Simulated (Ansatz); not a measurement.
# BH5S2Si: the cost of one run

Method: RKS PBE/def2-SVP, in Ansatz 0.2.0.

**1. The system as given**

Bond lengths: Si1–B2 1.914 Å, B2–S3 1.891 Å, B2–S4 1.884 Å, Si1–H5 1.493 Å, Si1–H6 1.545 Å, Si1–H7 1.462 Å, S3–H8 1.469 Å, S4–H9 1.478 Å. Angles: Si1–B2–S3 119.6°, Si1–B2–S4 118.8°, S3–B2–S4 121.5°, B2–Si1–H5 110.6°, B2–Si1–H6 108.3°, B2–Si1–H7 112.4°, H5–Si1–H6 106.2°, H5–Si1–H7 111.1°, H6–Si1–H7 107.9°, B2–S3–H8 89.6°, B2–S4–H9 91.4°.

Coordinates:

```xyz
9

Si    0.3804    0.9609   -0.7970
B    -0.1640   -0.4650    0.3573
S    -0.7339   -2.1057   -0.3897
S    -0.0233   -0.2289    2.2211
H     0.2021    0.5764   -2.2287
H    -0.5565    2.1650   -0.5540
H     1.7510    1.3971   -0.5367
H     0.6589   -2.5738   -0.3962
H    -1.4261    0.2276    2.3068
```

**2. Relaxing end A**

input.yaml

```yaml
crystal:
  periodic: [false, false, false]
  atoms:
    - { symbol: Si, position_ang: [0.3804, 0.9609, -0.797] }
    - { symbol: B, position_ang: [-0.164, -0.465, 0.3573] }
    - { symbol: S, position_ang: [-0.7339, -2.1057, -0.3897] }
    - { symbol: S, position_ang: [-0.0233, -0.2289, 2.2211] }
    - { symbol: H, position_ang: [0.2021, 0.5764, -2.2287] }
    - { symbol: H, position_ang: [-0.5565, 2.165, -0.554] }
    - { symbol: H, position_ang: [1.751, 1.3971, -0.5367] }
    - { symbol: H, position_ang: [0.6589, -2.5738, -0.3962] }
    - { symbol: H, position_ang: [-1.4261, 0.2276, 2.3068] }
basis:
  gaussian: { orbitals: def2-SVP }
hamiltonian:
  xc: pbe
relax:
  f_tol: 0.015
  max_steps: 40
output:
  orbitals: {}
```

The run is started by

```console
> ansatz run input.yaml --threads 2 --pin off --max-ram 3072MiB --backend cpu --events-out ev --progress --plain --runs-dir out
```

Q: Estimate wall time and peak memory on 2 threads of Arm Neoverse V1, shared host.

About 42 s, with a peak of 0.13 GiB.
